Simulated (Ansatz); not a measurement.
**A Ansatz job on doublet CH4BFOSi**

Aim: a single-point energy of CH4BFOSi.

Program for the calculation: Ansatz 0.2.0.

6 further runs of the same task are left out: 3 that didn't finish, 3 set aside as unsound or not needed.

### Step 1. The structure to begin with

CH4BFOSi has 9 atoms, charge 0, and is taken as a doublet. SMILES of the parent species: `O=CB[SiH2]F`. Geometry: relaxed at PBE0-D4/def2-TZVP. This is one conformer, not always the lowest. That shape belongs to the parent species and isn't relaxed for this state.

Bond lengths: O1–C2 1.227 Å, C2–B3 1.522 Å, B3–Si4 2.001 Å, Si4–F5 1.610 Å, C2–H6 1.099 Å, B3–H7 1.195 Å, Si4–H8 1.489 Å, Si4–H9 1.486 Å. Some angles: O1–C2–B3 90.0°, C2–B3–Si4 120.9°, B3–Si4–F5 110.9°, O1–C2–H6 122.9°, B3–C2–H6 147.1°, C2–B3–H7 117.0°, Si4–B3–H7 122.0°, B3–Si4–H8 109.8°, B3–Si4–H9 112.6°, F5–Si4–H8 107.4°.

### Step 2. The run

input.yaml reads:

```yaml
crystal:
  periodic: [false, false, false]
  atoms:
    - {symbol: O, position_ang: [-0.789500, 0.780400, 1.703800]}
    - {symbol: C, position_ang: [-0.128300, 1.442100, 0.910400]}
    - {symbol: B, position_ang: [0.628100, 0.188700, 0.495800]}
    - {symbol: Si, position_ang: [-0.077200, -1.007600, -0.945000]}
    - {symbol: F, position_ang: [-1.360800, -0.349200, -1.659700]}
    - {symbol: H, position_ang: [-0.262400, 2.525000, 0.778500]}
    - {symbol: H, position_ang: [1.608700, -0.084900, 1.121700]}
    - {symbol: H, position_ang: [0.964000, -1.202600, -1.991900]}
    - {symbol: H, position_ang: [-0.494200, -2.338100, -0.430900]}
basis:
  gaussian: {orbitals: "6-31++G**"}
magnetization: {spin_polarized: false, initial_magnetization: 1}
correlation: {method: mp2, frozen_orbitals: {B: 1, C: 1, F: 1, H: 0, O: 1, Si: 5}}
```

Launch:

```bash
$ ansatz run input.yaml --threads 1 --pin off --max-ram 2610MiB --events-out events.jsonl --progress --plain --runs-dir runs
```

Output:

```text
Error: a molecule whose nuclei and cores have a total charge of 46 cannot have a net charge of 0 together with 1 unpaired electrons
```

Wall time 0.02 s (1 thread of Arm Neoverse V1, shared host).

### Step 3. Diagnosis

The input was rejected.

The log says `Error: a molecule whose nuclei and cores have a total charge of 46 cannot have a net charge of 0 together with 1 unpaired electrons`. The fault: the electron count doesn't fit the spin or reference typed: an even count needs an odd multiplicity, an odd count an even one. To mend it: multiplicity 1 in place of 2.
